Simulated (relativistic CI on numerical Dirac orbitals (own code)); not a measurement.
# Mo⁴⁺: resonant inelastic X-ray scattering at the L2,3 edge

Which low excitations of Mo⁴⁺ show in RIXS, and at which incident energy? 6 crystal fields.

Method: Dirac-Coulomb-Breit CI, KLI orbitals optimised for each configuration, model QED (radiative potential, 1s self-energy scaled to tabulated hydrogen-like ionisation energies), Kramers-Heisenberg scattering through one core-hole configuration in a parametric crystal field. Code: relativistic CI on numerical Dirac orbitals (own code) version 3.

### Step 1. The system

```
ion             : Mo⁴⁺ (Mo V)
nuclear charge  : 42
electrons       : 38
configurations  : [Kr] 4d2 → [He] 2s2 2p5 3s2 3p6 3d10 4s2 4p6 4d3
temperature     : 300 K
core-hole width : 1.6 eV
field 1 (cm⁻¹)  : Oh, 10Dq = 25450
field 2 (cm⁻¹)  : D3d, 10Dq = 42400, Dsigma = 1190, Dtau = -180
field 3 (cm⁻¹)  : D4h, 10Dq = 21250, Ds = 1680, Dt = -580
field 4 (cm⁻¹)  : Td, 10Dq = -5600
field 5 (cm⁻¹)  : Td, 10Dq = -16550
field 6 (cm⁻¹)  : Oh, 10Dq = 40950
```

### Step 2. Field 1: Oh, 10Dq = 25450

Input settings:

```ini
atom Mo  Z=42  charge=4  electrons=38
nucleus A=98  rms_radius_fm=4.4091
hamiltonian dirac-coulomb  breit=on  qed=on  c_scale=1
orbitals kli  potential=per-configuration
slater_scale 1
correlation none
mixing on
configurations
  [Kr] 4d2
  [He] 2s2 2p5 3s2 3p6 3d10 4s2 4p6 4d3
end
rixs L2,3 T=300 core_hole_width=1.6
crystal_field Oh 10Dq=25450
```

On the command line:

```bash
> python run_levels.py task.json out
```

task.json lists these runs, among others, and the program works through them in turn.

The program writes no log. Results of the run, from its result record (rounded, main fields):

```text
{
  "status": "converged",
  "incident [eV]": [2528.8, 2530.1, 2633.4],
  "losses [loss_eV, degeneracy, irrep, S, I1, I2, I3]": [
    [3.323e-14, 2, "E", 0.9976, 1405, 1738, 295.8],
    [0.006106, 3, "T2", 0.998, 7.618, 6.755, 14.34],
    [0.1481, 3, "T1", 0.9998, 59.69, 54.98, 16.95],
    [0.2147, 1, "A1", 0.999, 25.7, 18.98, 19.43],
    [1.636, 3, "T2", 0.02532, 27.38, 26.23, 46.49],
    [1.669, 2, "E", 0.01264, 16.71, 11.26, 13.86],
    [2.963, 1, "A2", 1, 40.2, 24.79, 9.735],
    [2.998, 3, "T2", 0.9937, 100, 65.5, 25.05],
    [3.044, 3, "T1", 0.9993, 39.24, 34.06, 29.05],
    [3.048, 2, "E", 0.9995, 33.66, 58.08, 24.47],
    [3.532, 1, "A1", 0.04301, 22.39, 15.62, 45.26],
    [4.329, 1, "A1", 0.9851, 5.65, 13.57, 10.06],
    [4.359, 3, "T1", 0.9992, 35.47, 47.91, 21.12],
    [4.427, 3, "T2", 0.9704, 45.65, 91.04, 15.01],
    [4.444, 2, "E", 0.9975, 31.47, 69.01, 3.027],
    [4.796, 3, "T2", 0.08992, 8.554, 29.15, 5.944],
    [5.172, 3, "T1", 0.004953, 5.284, 19.08, 4.971],
    [6.188, 3, "T2", 0.9962, 4.085, 6.718, 0.8348],
    [7.926, 2, "E", 0.003737, 0.1567, 0.5069, 0.1287]
  ],
  "ground_S": 0.997795
}
```

It took 0.78 s on 1 thread of Neoverse-N1, shared host.

### Step 3. Field 2: D3d, 10Dq = 42400, Dsigma = 1190, Dtau = -180

Settings: those of step 2 with these lines changed.

```diff
@@ -12,2 +12,2 @@
 rixs L2,3 T=300 core_hole_width=1.6
-crystal_field Oh 10Dq=25450
+crystal_field D3d 10Dq=42400 Dsigma=1190 Dtau=-180
```

Results of the run:

```text
{
  "status": "converged",
  "incident [eV]": [2526.5, 2529.9, 2531.4],
  "losses [loss_eV, degeneracy, irrep, S, I1, I2, I3]": [
    [0, 2, "E", 0.9983, 1111, 1040, 1791],
    [0.03454, 2, "E", 0.9984, 74.79, 20.55, 7.693],
    [0.06023, 1, "A1", 0.9976, 52.95, 39.6, 18.26],
    [0.1213, 1, "A2", 0.9999, 16.28, 29.48, 17.21],
    [0.2538, 2, "E", 0.9993, 34.13, 49.26, 40.75],
    [0.2839, 1, "A1", 0.9991, 8.275, 17.15, 12.39],
    [1.477, 1, "A1", 0.009418, 35.05, 4.822, 11.82],
    [1.6, 2, "E", 0.008934, 42.37, 6.428, 11.22],
    [1.83, 2, "E", 0.007973, 47.14, 2.145, 6.221],
    [3.744, 1, "A1", 0.007853, 7.221, 8.452, 5.481],
    [4.964, 1, "A2", 0.9999, 4.4, 60.8, 42.78],
    [4.975, 1, "A1", 0.9988, 4.802, 51.49, 32.01],
    [4.986, 2, "E", 0.9992, 5.551, 71.81, 74.12],
    [5.008, 2, "E", 0.9994, 4.362, 56.19, 53.53],
    [5.158, 2, "E", 0.9993, 4.702, 59.71, 31.99],
    [5.161, 1, "A2", 0.9994, 1.072, 17.89, 12.48],
    [6.295, 1, "A1", 0.9965, 0.8391, 13.61, 23.9],
    [6.303, 1, "A2", 0.9994, 0.7821, 14.8, 20.38],
    [6.338, 2, "E", 0.9985, 1.453, 19.75, 37.97],
    [6.372, 2, "E", 0.9776, 2.159, 36.26, 82.42],
    [6.562, 2, "E", 0.9658, 2.65, 43.86, 100],
    [6.563, 1, "A1", 0.9729, 0.7365, 12.95, 33.95],
    "... 4 more rows left out ..."
  ],
  "ground_S": 0.998295
}
```

It took 0.69 s on 1 thread of Neoverse-N1, shared host.

### Step 4. Field 3: D4h, 10Dq = 21250, Ds = 1680, Dt = -580

Settings: those of step 3 with these lines changed.

```diff
@@ -12,2 +12,2 @@
 rixs L2,3 T=300 core_hole_width=1.6
-crystal_field D3d 10Dq=42400 Dsigma=1190 Dtau=-180
+crystal_field D4h 10Dq=21250 Ds=1680 Dt=-580
```

Results of the run:

```text
{
  "status": "converged",
  "incident [eV]": [2529.3, 2529.8, 2633.0],
  "losses [loss_eV, degeneracy, irrep, S, I1, I2, I3]": [
    [0, 1, "A1", 0.9987, 1744, 1723, 367.9],
    [0.009593, 2, "E", 0.9993, 1.463, 0.9341, 18.34],
    [0.8614, 1, "B1", 0.9857, 9.969, 8.234, 5.519],
    [0.8735, 1, "B2", 0.9921, 16.9, 14.5, 5.435],
    [0.9539, 2, "E", 0.9989, 24.6, 23.7, 15.01],
    [1.018, 1, "A2", 0.9999, 2.686, 4.891, 4.307],
    [1.025, 1, "A1", 0.9992, 7.601, 6.493, 13.61],
    [1.564, 1, "B2", 0.0376, 1.874, 4.327, 15.13],
    [1.593, 1, "B1", 0.04548, 12.37, 10.45, 17.03],
    [2.411, 1, "A1", 0.01314, 14.12, 10.58, 40.7],
    [2.516, 2, "E", 0.04108, 23.88, 14.99, 50.69],
    [3.222, 1, "B1", 0.9999, 48.19, 36.48, 7.522],
    [3.23, 1, "B2", 0.9948, 38.63, 25.12, 5.369],
    [3.248, 2, "E", 0.9909, 100, 80.94, 23.59],
    [3.262, 1, "A2", 0.9997, 24.16, 18.73, 12.18],
    [3.265, 1, "A1", 0.9988, 39.19, 45.54, 15.57],
    [3.907, 2, "E", 0.996, 7.332, 8.248, 0.7152],
    [3.909, 1, "B1", 0.9995, 2.68, 2.899, 0.2652],
    [4.429, 1, "A1", 0.9148, 31.77, 33.63, 14.63],
    [4.448, 1, "A2", 0.9998, 28.74, 26.68, 9.396],
    [4.475, 2, "E", 0.9893, 66.56, 71.14, 13.01],
    [4.508, 1, "B2", 0.9966, 25.24, 27.84, 6.343],
    "... 8 more rows left out ..."
  ],
  "ground_S": 0.99903
}
```

Run time: 0.67 s. Hardware: 1 thread of Neoverse-N1, shared host.

### Step 5. Field 4: Td, 10Dq = -5600

Settings: those of step 4 with these lines changed.

```diff
@@ -12,2 +12,2 @@
 rixs L2,3 T=300 core_hole_width=1.6
-crystal_field D4h 10Dq=21250 Ds=1680 Dt=-580
+crystal_field Td 10Dq=-5600
```

Results of the run:

```text
{
  "status": "converged",
  "incident [eV]": [2528.9, 2632.0, 2633.9],
  "losses [loss_eV, degeneracy, irrep, S, I1, I2, I3]": [
    [3.044e-13, 3, "T2", 0.9983, 4185, 357.5, 534.3],
    [0.6667, 2, "E", 0.9834, 38.67, 41.8, 16.22],
    [0.6801, 1, "A2", 1, 9.715, 7.95, 1.097],
    [0.7092, 3, "T2", 0.9975, 99.95, 63.7, 40.66],
    [0.7411, 3, "T1", 0.9996, 45.46, 34.6, 35.55],
    [1.173, 3, "T2", 0.9987, 100, 13.9, 13.13],
    [1.205, 2, "E", 0.9881, 48.91, 14.75, 9.786],
    [1.315, 3, "T1", 0.9977, 59.61, 37.58, 15.39],
    [1.363, 1, "A1", 0.9944, 13.92, 23.07, 21.85],
    [1.695, 2, "E", 0.1007, 79.36, 15.52, 80.7],
    [2.249, 3, "T2", 0.2951, 69.32, 8.647, 49.47],
    [2.433, 1, "A1", 0.9929, 7.416, 20.97, 22.48],
    [2.493, 3, "T1", 0.9981, 24.39, 30.7, 7.731],
    [2.599, 2, "E", 0.9862, 15.29, 9.641, 3.297],
    [2.631, 1, "A1", 0.02916, 28.08, 7.004, 38.24],
    [2.66, 3, "T2", 0.8686, 19.83, 6.421, 3.043],
    [2.893, 3, "T1", 0.01354, 38.07, 6.772, 71.07],
    [3.357, 2, "E", 0.01507, 1.295, 0.2011, 0.3376],
    [3.412, 3, "T2", 0.01139, 1.313, 0.1661, 2.4],
    [6.411, 1, "A1", 0.007889, 1.651, 1.077, 3.128]
  ],
  "ground_S": 0.998252
}
```

Run time: 0.7 s. Hardware: 1 thread of Neoverse-N1, shared host.

### Step 6. Field 5: Td, 10Dq = -16550

Settings: those of step 5 with these lines changed.

```diff
@@ -12,2 +12,2 @@
 rixs L2,3 T=300 core_hole_width=1.6
-crystal_field Td 10Dq=-5600
+crystal_field Td 10Dq=-16550
```

Results of the run:

```text
{
  "status": "converged",
  "incident [eV]": [2528.3, 2529.3, 2632.7],
  "losses [loss_eV, degeneracy, irrep, S, I1, I2, I3]": [
    [3.867e-13, 3, "T2", 0.9994, 2284, 2626, 637],
    [1.645, 2, "E", 0.191, 20.83, 41.25, 71.19],
    [2.013, 1, "A2", 1, 15.33, 0.4381, 5.497],
    [2.037, 3, "T2", 0.9987, 75.4, 55.78, 67.85],
    [2.084, 3, "T1", 0.9995, 54.55, 23.47, 46.87],
    [2.118, 2, "E", 0.9273, 41.58, 14.85, 9.286],
    [2.889, 1, "A1", 0.4283, 11.46, 10.81, 61.95],
    [3.028, 3, "T2", 0.9998, 100, 77.28, 21.76],
    [3.045, 2, "E", 0.9934, 71.96, 50.36, 14.28],
    [3.082, 3, "T1", 0.9975, 70.82, 61.97, 57.56],
    [3.19, 1, "A1", 0.7795, 24.38, 25.67, 3.209],
    [3.71, 3, "T2", 0.04876, 11.79, 34.12, 5.787],
    [4.217, 3, "T1", 0.03141, 17.17, 52.31, 10.72],
    [4.736, 1, "A1", 0.9983, 0.1416, 0.2364, 1.759],
    [4.745, 2, "E", 0.9997, 5.359, 6.649, 0.777],
    [4.747, 3, "T1", 0.9921, 1.957, 2.976, 3.357],
    [4.762, 3, "T2", 0.982, 7.2, 7.015, 1.321],
    [5.99, 2, "E", 0.005816, 0.2647, 0.7124, 0.06875]
  ],
  "ground_S": 0.999414
}
```

Wall time 0.71 s (1 thread of Neoverse-N1, shared host).

### Step 7. Field 6: Oh, 10Dq = 40950

Settings: those of step 6 with these lines changed.

```diff
@@ -12,2 +12,2 @@
 rixs L2,3 T=300 core_hole_width=1.6
-crystal_field Td 10Dq=-16550
+crystal_field Oh 10Dq=40950
```

Results of the run:

```text
{
  "status": "converged",
  "incident [eV]": [2524.7, 2526.5, 2531.2],
  "losses [loss_eV, degeneracy, irrep, S, I1, I2, I3]": [
    [3.852e-14, 2, "E", 0.9978, 557.1, 956.5, 1402],
    [0.003401, 3, "T2", 0.9982, 40.56, 50.63, 2.6],
    [0.1374, 3, "T1", 0.9999, 56.47, 24.02, 39.84],
    [0.1983, 1, "A1", 0.999, 11.29, 1.785, 13.64],
    [1.623, 3, "T2", 0.008619, 9.468, 60.31, 15.28],
    [1.641, 2, "E", 0.008414, 4.906, 29.12, 5.967],
    [3.66, 1, "A1", 0.008237, 2.2, 6.694, 5.2],
    [4.846, 1, "A2", 1, 1.484, 2.876, 35.39],
    [4.874, 3, "T2", 0.9988, 3.44, 9.499, 75.86],
    [4.926, 3, "T1", 0.9993, 1.079, 3.796, 31.14],
    [4.927, 2, "E", 0.9997, 1.156, 2.812, 57.28],
    [6.181, 1, "A1", 0.9978, 0.3412, 0.5264, 16.33],
    [6.215, 3, "T1", 0.999, 1.456, 1.73, 54.78],
    [6.275, 3, "T2", 0.9748, 2.295, 2.259, 100],
    [6.292, 2, "E", 0.999, 1.898, 2.333, 75.52],
    [6.665, 3, "T2", 0.07224, 0.4879, 1.305, 28.23],
    [7.055, 3, "T1", 0.005141, 0.3187, 0.7159, 18.83]
  ],
  "ground_S": 0.998054
}
```

It took 0.72 s on 1 thread of Neoverse-N1, shared host.

### Step 8. The fields side by side

| field | S, thermal mean | first incident energy (eV) | lowest loss over 0.08 eV (eV) | strongest such loss there (eV) | its level |
| --- | --- | --- | --- | --- | --- |
| 1: Oh | 1.00 | 2528.8 | 0.148 | 2.998 | T2, S = 1.0 |
| 2: D3d | 1.00 | 2526.5 | 0.121 | 1.830 | E, S = 0.0 |
| 3: D4h | 1.00 | 2529.3 | 0.861 | 3.248 | E, S = 1.0 |
| 4: Td | 1.00 | 2528.9 | 0.667 | 1.173 | T2, S = 1.0 |
| 5: Td | 1.00 | 2528.3 | 1.645 | 3.028 | T2, S = 1.0 |
| 6: Oh | 1.00 | 2524.7 | 0.137 | 0.137 | T1, S = 1.0 |

### Step 9. What came out

| quantity | value |
| --- | --- |
| incident energies, field 1 | 2528.8, 2530.1, 2633.4 eV |
| strongest loss over 0.08 eV, field 1 | 3.00 eV |
| share of spin-changing ones, field 1 | 16 % |

What this shows: In field 1 the strongest loss over 0.08 eV at the first resonance is 3.00 eV (T2, S = 1.0). Losses that change the spin take 16 % of the listed intensity; the core hole's spin-orbit coupling allows them. The first incident energy is the lowest absorption maximum of each field and need not be the same resonance in all. Only the lowest levels kept in the record count, and labels are spin-orbit irreps. Polarisations are summed, and charge-transfer losses are outside the model.
